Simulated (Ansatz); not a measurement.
# GeHP: the cost of one run

The runs use Ansatz 0.2.0, Gaussian basis; def2-QZVPP, all electrons in the functionals, frozen cores in the correlation of double hybrids and RPA.

The runs, in order: wB97M-V, B2PLYP, at charge 0, triplet; charge 0, singlet; charge 0, quintet; charge 1, doublet; charge 1, quartet.

10 further runs of the same task are left out: 10 set aside as unsound or not needed. Runs told in other sessions of the task aren't counted.

**1. The system**

The geometry is a PBE0/def2-TZVP stationary point (not a proven minimum). No spin-orbit coupling is included. The filled d shell of Ge may be among the frozen orbitals whatever the setting's name suggests.

3 atoms, charge 0, spin multiplicity 3.

Atoms are counted from 1 here; the program's logs count them from 0.

Bond lengths: Ge1–P2 2.352 Å, P2–H3 1.429 Å. Angles: Ge1–P2–H3 97.4°.

No dispersion term is added; wB97M-V holds VV10 nonlocal correlation.

The geometry shown and the zero of energy belong to the point charge 0, triplet. The yardstick, RCCSD(T), and other wave-function levels (R restricted, U unrestricted, valence and pair active spaces) come from earlier runs.

**2. wB97M-V, charge 0, triplet**

File in.yaml:

```yaml
crystal:
  periodic: [false, false, false]
  atoms:
    - {symbol: Ge, position_ang: [0.000000, 0.017255, 0.720743]}
    - {symbol: P, position_ang: [0.000000, -0.083577, -1.629309]}
    - {symbol: H, position_ang: [0.000000, 1.324792, -1.874064]}
basis:
  gaussian: {orbitals: "def2-QZVPP.json"}
magnetization: {spin_polarized: true, initial_magnetization: 2}
hamiltonian: {xc: {name: wB97M-V}}
output: {orbitals: {seedname: orbitals}}
```

Launch:

```bash
> ansatz run in.yaml --threads 1 --pin off --events-out ev --progress --plain --max-ram 2393MiB
```

**Question.** How long does this run take on 1 thread of Intel Xeon 6975P-C, shared host, and how much memory does it need?

About 51 s, with a peak of 0.81 GiB.
